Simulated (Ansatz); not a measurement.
# CHCl2I, SMILES ClC(Cl)I: a rigid scan of one bond length

Computed with the Ansatz DFT code, driven from Python.

`chcl2i.xyz`
```text
5

Cl   -0.48770   -0.03190    1.67950
C     0.10660    0.11100    0.01800
Cl    1.12220   -1.27760   -0.33360
I    -1.41240    0.11320   -1.33610
H     0.72110    1.01170   -0.06920
```

The cells in order, each with its output:

```python
import ansatz as az
import numpy as np
```

```python
mol = az.Crystal.molecule_from_extxyz("chcl2i.xyz")
```

```python
symbols = [site.symbol for site in mol.cartesian_sites]
start = np.array([site.position_ang for site in mol.cartesian_sites])
axis = (start[4] - start[1]) / np.linalg.norm(start[4] - start[1])
moving = [4]
lengths, energies = [0.963, 1.006, 1.05, 1.094, 1.138, 1.181, 1.225, 1.291], []
for length in lengths:
    xyz = start.copy()
    xyz[moving] += (length - np.linalg.norm(start[4] - start[1])) * axis
    point = az.Crystal.molecule()
    for symbol, xyz in zip(symbols, xyz):
        point = point.atom(symbol, xyz.tolist())
    model = point.calculation()
    model = model.basis(gaussian="def2-SVP").functional("hf")
    summary = model.run(threads=1).report
    energies.append(summary["free_energy_ev"])
    print(f"r = {length:6.3f} A  E = {energies[-1]:.5f} eV  <S^2> = {abs(summary['mean_field']['state']['spin_squared']):.3f}")
```

    r =  0.963 A  E = -34115.59513 eV  <S^2> = 0.000
    r =  1.006 A  E = -34115.80841 eV  <S^2> = 0.000
    r =  1.050 A  E = -34115.91387 eV  <S^2> = 0.000
    r =  1.094 A  E = -34115.92978 eV  <S^2> = 0.000
    r =  1.138 A  E = -34115.87596 eV  <S^2> = 0.000
    r =  1.181 A  E = -34115.77123 eV  <S^2> = 0.000
    r =  1.225 A  E = -34115.62315 eV  <S^2> = 0.000
    r =  1.291 A  E = -34115.34497 eV  <S^2> = 0.000

```python
# quartic fit about the minimum
fit = np.polynomial.Polynomial.fit(lengths, np.array(energies) - min(energies), 4).convert()
roots = [r.real for r in fit.deriv().roots() if abs(r.imag) < 1e-9 and fit.deriv(2)(r.real) > 0]
r_e = min(roots, key=lambda r: abs(r - lengths[int(np.argmin(energies))]))
print(f"minimum of the fit at {r_e:.4f} A, force constant {fit.deriv(2)(r_e):.2f} eV/A^2")
```

    minimum of the fit at 1.0806 A, force constant 38.98 eV/A^2

Reading the output:
- Total energies depend on the basis set; only differences at equal settings carry meaning.
- The rest of the molecule is held rigid at a force-field or estimated start geometry, and the basis set is modest; single-reference methods fail as a bond breaks.
- def2 sets replace the cores of elements past krypton by effective core potentials.
- Hartree-Fock leaves correlation out, so bond, atomisation and ionisation energies come out well too low.
- The orbitals are restricted, so S² is zero by construction.
- The whole script took 8.5 s on 1 thread of Arm Neoverse V2, with other jobs on the host, peak memory 0.22 GiB.

(Lines on the test bed's own set-up are left out of the output.)
